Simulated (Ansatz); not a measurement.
# Si: the cost of one run

Method: DFT r2SCAN, scalar-relativistic, plane waves, PAW, in Ansatz 0.2.0.

2 further runs of the same task are left out: 2 set aside as unsound or not needed.

**1. Starting point**

It takes space group P6_3/mmc (No. 194, hexagonal). The conventional cell has a = 2.639 Å, b = 2.639 Å, c = 4.553 Å, α = 90.00°, β = 90.00°, γ = 120.00°. Si (site symmetry -6m2) has 12 Si at 2.64 to 2.74 Å as nearest neighbours.

As a file:

```
Si
1.0
     1.31960   -2.28561    0.00000
     0.00000    0.00000   -4.55316
     7.91758    4.57122    0.00000
Si
8
Direct
  0.50000 0.75000 0.08333
  0.00000 0.75000 0.33333
  0.50000 0.75000 0.58333
  0.00000 0.75000 0.83333
  0.00000 0.25000 0.16667
  0.50000 0.25000 0.41667
  0.00000 0.25000 0.66667
  0.50000 0.25000 0.91667
```

It goes back to an entry of the Materials Project, which need not be the stable form.

It is built from the cell relaxed beforehand with the same method (13.73 Å³/atom).

**2. Zero of the scan**

input.yaml

```yaml
crystal:
  lattice:
    - [1.3195974358, -2.2856098043, 0.0]
    - [0.0, 0.0, -4.5531575356]
    - [7.9175846145, 4.5712196085, 0.0]
  atoms:
    - { symbol: Si, position: [0.5, 0.75, 0.0833333333] }
    - { symbol: Si, position: [0.0, 0.75, 0.3333333333] }
    - { symbol: Si, position: [0.5, 0.75, 0.5833333333] }
    - { symbol: Si, position: [0.0, 0.75, 0.8333333333] }
    - { symbol: Si, position: [0.0, 0.25, 0.1666666667] }
    - { symbol: Si, position: [0.5, 0.25, 0.4166666667] }
    - { symbol: Si, position: [0.0, 0.25, 0.6666666667] }
    - { symbol: Si, position: [0.5, 0.25, 0.9166666667] }
basis:
  ecutwfc: 500
kpoints:
  mp_grid: { grid: [22, 13, 7] }
hamiltonian:
  xc: r2scan
scf:
  occupations: { method: gaussian, width: 0.15 }
output:
  forces: true
  stress: true
  eigenvalues: true
```

On the command line:

```console
$ ansatz run input.yaml --threads 2 --pin off --max-ram 5120MiB --backend cpu --events-out ev --progress --plain --runs-dir out
```

What time and memory should one allow on 2 threads of Intel Xeon 6975P-C (Granite Rapids), shared host?

About 26 s, with a peak of 1.2 GiB.
